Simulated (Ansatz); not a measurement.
# I4Si: the cost of one run

The runs use Ansatz 0.2.0, Gaussian basis; unrestricted cation, the program's frozen cores in correlated methods.

Levels to be run: UKS PBE-D4/def2-TZVPP; UKS r2SCAN-D4/def2-TZVPP; UKS PBE0-D4/def2-TZVPP; UKS B3LYP-D4/def2-TZVPP; UKS wB97M-V/def2-TZVPP; UKS B2PLYP/def2-TZVPP; UHF-CCSD(T)/def2-TZVPP; UHF-MP2/def2-QZVPP; extrapolation to the limit; then −ε(HOMO) from the neutral's earlier runs with LDA (SPW92), PBE-D4, revPBE-D4, BLYP-D4, r2SCAN-D4, B97M-V, PBE0-D4, B3LYP-D4, r2SCANh-D4, r2SCAN0-D4, HSE06-D4, BHLYP-D4, CAM-B3LYP-D4, LC-ωPBE, ωB97X-V, ωB97M-V.

1 further run of the same task is left out (it didn't finish).

## 1. The geometry

All runs share one geometry, relaxed beforehand with PBE0-D4 in a triple-zeta def2 set. I takes the def2 core potential; no spin-orbit term is included.

SMILES `I[Si](I)(I)I`, 5 atoms, charge 0, spin multiplicity 1.

Atoms are counted from 1 here; the program's logs count them from 0.

Bond lengths: I1–Si2 2.429 Å, Si2–I3 2.429 Å, Si2–I4 2.429 Å, Si2–I5 2.429 Å. Angles: I1–Si2–I3 109.5°, I1–Si2–I4 109.5°, I1–Si2–I5 109.5°, I3–Si2–I4 109.5°, I3–Si2–I5 109.5°, I4–Si2–I5 109.5°.

Coordinates:

```mol
I4Si
  3D, bonds by distance, orders not assigned

  5  4  0  0  0  0  0  0  0  0999 V2000
   -1.1602   -0.0009    2.1197 I   0  0
    0.0100   -0.0147   -0.0083 Si  0  0
    2.0675   -1.2867    0.2076 I   0  0
   -1.4000   -1.0371   -1.7007 I   0  0
    0.5325    2.2657   -0.6596 I   0  0
  1  2  8  0
  2  3  8  0
  2  4  8  0
  2  5  8  0
M  END
```

## 2. Cation, UKS PBE-D4/def2-TZVPP

Input file in.yaml:

```yaml
crystal:
  periodic: [false, false, false]
  atoms:
    - {symbol: I, position_ang: [-1.160163, -0.000925, 2.119707]}
    - {symbol: Si, position_ang: [0.009992, -0.014737, -0.008262]}
    - {symbol: I, position_ang: [2.067507, -1.286651, 0.207562]}
    - {symbol: I, position_ang: [-1.399956, -1.037109, -1.700748]}
    - {symbol: I, position_ang: [0.532521, 2.265721, -0.659558]}
basis:
  gaussian: {orbitals: def2-TZVPP}
total_charge: 1
magnetization: {spin_polarized: true, initial_magnetization: 1}
hamiltonian: {xc: pbe, dispersion: d4}
```

The run is started by

```bash
$ ansatz run in.yaml --threads 2 --pin off --events-out ev --progress --plain --max-ram 32768MiB --backend cpu
```

What time and memory should one allow on 2 threads of AMD EPYC 7R13, shared host?

About 1.8 min, with a peak of 0.97 GiB.
